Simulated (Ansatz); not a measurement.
# CH₇NSi₂: one species, many methods

Aim: compute CH₇NSi₂ with functionals from several rungs and with coupled cluster. The yardstick is the atomisation energy at the CCSD(T) limit.

Computed with Ansatz 0.2.0, Gaussian basis. Level: functionals in def2-TZVPP, the program's frozen cores in correlated methods.

Levels to be run: LDA (SPW92), PBE-D4, revPBE-D4, BLYP-D4, r2SCAN-D4, B97M-V, PBE0-D4, B3LYP-D4, r2SCANh-D4, r2SCAN0-D4, HSE06-D4, BHLYP-D4, CAM-B3LYP-D4, LC-ωPBE, ωB97X-V, ωB97M-V, B2PLYP, PBE-QIDH; CCSD(T)/def2-SVP; CCSD(T)/def2-TZVPP; MP2/def2-QZVPP; extrapolation to the limit; RPA on PBE.

## 1. The relaxed structure

An earlier PBE0-D4 in a triple-zeta def2 set relaxation fixed the geometry.

SMILES `CN1[SiH2][SiH2]1`, 11 atoms, charge 0, spin multiplicity 1.

Atoms are counted from 1 here; the program's logs count them from 0.

Bond lengths: C1–N2 1.441 Å, C1–H5 1.094 Å, C1–H6 1.094 Å, C1–H7 1.096 Å, N2–Si3 1.730 Å, N2–Si4 1.730 Å, Si3–Si4 2.227 Å, Si3–H8 1.489 Å, Si3–H9 1.490 Å, Si4–H10 1.489 Å, Si4–H11 1.490 Å. Angles: N2–C1–H5 110.9°, N2–C1–H6 110.9°, N2–C1–H7 111.8°, H5–C1–H6 107.6°, H5–C1–H7 107.8°, H6–C1–H7 107.8°, C1–N2–Si3 139.9°, C1–N2–Si4 139.9°, Si3–N2–Si4 80.1°, N2–Si3–Si4 49.9°, N2–Si3–H8 116.8°, N2–Si3–H9 117.5°, Si4–Si3–H8 125.1°, Si4–Si3–H9 124.4°, H8–Si3–H9 108.8°, N2–Si4–Si3 49.9°, N2–Si4–H10 116.8°, N2–Si4–H11 117.5° and more.

As a file:

```
C    -0.61962    1.42190   -0.33703
N    -0.07626    0.12217   -0.03534
Si    0.18891   -0.91867    1.32079
Si    0.73883   -1.18635   -0.82017
H    -1.00185    1.45597   -1.36116
H    -1.44983    1.66218    0.33322
H     0.13274    2.21219   -0.23432
H    -1.02016   -1.49384    1.97256
H     1.12722   -0.44755    2.37762
H    -0.04724   -1.96746   -1.81487
H     2.09266   -0.91764   -1.38071
```

## 2. LDA

This LDA is Slater exchange with PW92 correlation.

File in.yaml:

```yaml
crystal:
  periodic: [false, false, false]
  atoms:
    - {symbol: C, position_ang: [-0.619621, 1.421902, -0.337025]}
    - {symbol: N, position_ang: [-0.076265, 0.122166, -0.035342]}
    - {symbol: Si, position_ang: [0.188907, -0.918671, 1.320792]}
    - {symbol: Si, position_ang: [0.738828, -1.186349, -0.820167]}
    - {symbol: H, position_ang: [-1.001845, 1.455972, -1.361161]}
    - {symbol: H, position_ang: [-1.449834, 1.662178, 0.333220]}
    - {symbol: H, position_ang: [0.132740, 2.212192, -0.234316]}
    - {symbol: H, position_ang: [-1.020159, -1.493836, 1.972559]}
    - {symbol: H, position_ang: [1.127225, -0.447554, 2.377622]}
    - {symbol: H, position_ang: [-0.047238, -1.967462, -1.814869]}
    - {symbol: H, position_ang: [2.092663, -0.917639, -1.380711]}
basis:
  gaussian: {orbitals: def2-TZVPP}
hamiltonian: {xc: lda}
output: {orbitals: {seedname: orbitals}}
```

Command:

```bash
> ansatz run in.yaml --threads 2 --pin off --events-out ev --progress --plain --max-ram 4352MiB
```

Further steps of the session: PBE-D4 (GGA); revPBE-D4 (GGA); BLYP-D4 (GGA); r2SCAN-D4 (meta-GGA); B97M-V (meta-GGA); PBE0-D4 (hybrid); B3LYP-D4 (hybrid); r2SCANh-D4 (hybrid); r2SCAN0-D4 (hybrid); HSE06-D4 (hybrid); BHLYP-D4 (hybrid); CAM-B3LYP-D4 (range-separated); LC-ωPBE (range-separated); ωB97X-V (range-separated); ωB97M-V (range-separated); B2PLYP (double hybrid); PBE-QIDH (double hybrid); CCSD(T) in def2-SVP; CCSD(T) in def2-TZVPP; MP2 in def2-QZVPP; RPA on PBE orbitals.

Q: Predict the results of all the runs planned. Wanted: atomisation energy, CCSD(T)/CBS; farthest beyond LDA; mean size of error, GGA; mean size of error, meta-GGA; mean size of error, hybrid; mean size of error, range-separated; mean size of error, double hybrid; gap, smallest and largest; T1 diagnostic.

As calculated:

| quantity | value |
| --- | --- |
| atomisation energy, CCSD(T)/CBS | 37.826 eV |
| functionals within 0.189 eV (0.5 %) | BLYP-D4, r2SCAN-D4, PBE0-D4, B3LYP-D4, HSE06-D4, ωB97M-V |
| farthest beyond LDA | BHLYP-D4 (-0.739 eV) |
| mean size of error, GGA | 0.284 eV |
| mean size of error, meta-GGA | 0.113 eV |
| mean size of error, hybrid | 0.272 eV |
| mean size of error, range-separated | 0.228 eV |
| mean size of error, double hybrid | 0.419 eV |
| gap, smallest and largest | 4.32 eV (LDA (SPW92)), 11.26 eV (LC-ωPBE) |
| T1 diagnostic | 0.0127 |
| triples share of the correlation energy | 3.9 % |

**Reading.** LDA overbinds by 4.941 eV (13 %). PBE-D4 is off by +0.352 eV. Double hybrids carry the basis error of their MP2 part in triple zeta, and no dispersion term here, so their miss is partly the set-up's. Taken by rung, meta-GGA functionals do best (0.113 eV on average) and double hybrid ones worst beyond LDA (0.419 eV). Misses under about 0.189 eV are within the doubt on the reference itself, which lacks core-valence correlation, relativity and higher excitations. Hartree-Fock recovers 72 % of the binding; the rest is correlation. CCSD(T) in def2-SVP is off by -2.626 eV, which most functionals beat. The gap grows from 4.3 to 11.3 eV across the functionals, mostly with the share of exact exchange.
